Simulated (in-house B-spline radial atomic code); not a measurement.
# Br²⁺: excited configurations

Aim: the energies of several excited configurations of Br²⁺ above a reference configuration, each from its own self-consistent run.

Method: Dirac-Hartree-Fock, average of configuration, Fermi nucleus, basis-set limit. Code: in-house B-spline radial atomic code version 1.

## 1. The system

- element: bromine (Z = 35)
- charge: +2
- electrons: 33
- configuration: [Ar] 3d10 4s2 4p3
- Hamiltonian: Dirac-Coulomb
- nucleus: Fermi, rms radius 4.163 fm

The outer shells:

[Ar] 3d10 4s2 4p3
```
[Ar] core
3d [↑↓][↑↓][↑↓][↑↓][↑↓]
4s [↑↓]
4p [↑ ][↑ ][↑ ]
```

The boxes draw the filling by Hund's rule, which heavy ions in jj coupling don't follow; these runs average over all states of the configuration.

Settings, as recorded:

```ini
Z = 35
electrons = 33.0
configuration = [Ar] 3d10 4s2 4p3
hamiltonian = dirac
method = hf
spin_polarised = False
nucleus = fermi
rms_radius = 4.1629
mass_number = 79
atomic_mass = 78.918337574
speed_of_light = 137.035999084
```

The reference is known from an earlier run: -2603.798291 hartree in all. Up to eight levels, counted from the top:

```tsv
orbital	occupation	energy (eV)	<r> (bohr)
3s1/2	2	-301.69	0.5480
3p1/2	2	-234.33	0.5554
3p3/2	4	-227.10	0.5651
3d3/2	4	-110.61	0.5823
3d5/2	6	-109.45	0.5862
4s1/2	2	-48.347	1.615
4p1/2	1	-34.022	1.848
4p3/2	2	-33.374	1.876
```

## 2. Configuration [Ne] 3s2 3p5 3d10 4s2 4p3 8d1

Settings, as recorded:

```ini
Z = 35
electrons = 33.0
configuration = [Ne] 3s2 3p5 3d10 4s2 4p3 8d1
hamiltonian = dirac
method = hf
spin_polarised = False
nucleus = fermi
rms_radius = 4.1629
mass_number = 79
atomic_mass = 78.918337574
speed_of_light = 137.035999084
```

## 3. [Ar] 3d10 4s2 4p2 6p1

Settings: those of step 2 with these lines changed.

```diff
@@ -2,3 +2,3 @@
 electrons = 33.0
-configuration = [Ne] 3s2 3p5 3d10 4s2 4p3 8d1
+configuration = [Ar] 3d10 4s2 4p2 6p1
 hamiltonian = dirac
```

## 4. Configuration [Ar] 3d10 4s1 4p3 7s1

Settings: those of step 3 with these lines changed.

```diff
@@ -2,3 +2,3 @@
 electrons = 33.0
-configuration = [Ar] 3d10 4s2 4p2 6p1
+configuration = [Ar] 3d10 4s1 4p3 7s1
 hamiltonian = dirac
```

## 5. Run with [Ne] 3s2 3p5 3d10 4s2 4p3 6g1

Settings: those of step 4 with these lines changed.

```diff
@@ -2,3 +2,3 @@
 electrons = 33.0
-configuration = [Ar] 3d10 4s1 4p3 7s1
+configuration = [Ne] 3s2 3p5 3d10 4s2 4p3 6g1
 hamiltonian = dirac
```

## 6. Configuration [Ar] 3d10 4s1 4p3 7p1

Settings: those of step 5 with these lines changed.

```diff
@@ -2,3 +2,3 @@
 electrons = 33.0
-configuration = [Ne] 3s2 3p5 3d10 4s2 4p3 6g1
+configuration = [Ar] 3d10 4s1 4p3 7p1
 hamiltonian = dirac
```

## 7. Run with [Ar] 3d9 4s2 4p3 5d1

Settings: those of step 6 with these lines changed.

```diff
@@ -2,3 +2,3 @@
 electrons = 33.0
-configuration = [Ar] 3d10 4s1 4p3 7p1
+configuration = [Ar] 3d9 4s2 4p3 5d1
 hamiltonian = dirac
```

Q: How far above the reference does each configuration lie (order and size, in eV)?

**Answer**, as computed:

| net move | configuration | energy above the reference (eV) | with Breit, QED, recoil (eV) | largest <r> (bohr) |
| --- | --- | --- | --- | --- |
| 4p → 6p | [Ar] 3d10 4s2 4p2 6p1 | 25.901 | 25.892 | 8.33 |
| 4s → 7s | [Ar] 3d10 4s1 4p3 7s1 | 42.348 | 42.317 | 11.5 |
| 4s → 7p | [Ar] 3d10 4s1 4p3 7p1 | 43.037 | 43.005 | 12.9 |
| 3d → 5d | [Ar] 3d9 4s2 4p3 5d1 | 94.481 | 94.505 | 6.30 |
| 3p → 6g | [Ne] 3s2 3p5 3d10 4s2 4p3 6g1 | 219.25 | 219.06 | 14.6 |
| 3p → 8d | [Ne] 3s2 3p5 3d10 4s2 4p3 8d1 | 220.02 | 219.83 | 22.3 |

Quantum defects of the promoted electron, δ = n − ζ/√(−2ε) with ζ = 3 and ε its orbital energy in hartree:

| promotion | δ |
| --- | --- |
| 4p → 6p | 1.881 |
| 4s → 7s | 2.265 |
| 4s → 7p | 1.874 |
| 3d → 5d | 1.210 |
| 3p → 6g | 0.002 |
| 3p → 8d | 1.180 |

The energies run from 25.901 eV (4p → 6p) to 220.02 eV (3p → 8d). Koopmans' estimate of the ionisation threshold is 33.374 eV; 5 configurations exceed it by over 2 % and could autoionise. Of those tabulated, the defect is largest for 7s (2.27) and least for 6g (0.00): low angular momentum penetrates the core, high angular momentum stays outside it. Two partly filled shells share a symmetry and can mix in the average, which may lower the energy, for: 4p → 6p; 4s → 7s; 4s → 7p; 3d → 5d; 3p → 6g; 3p → 8d. These are averages over configurations, without correlation, not spectroscopic levels.
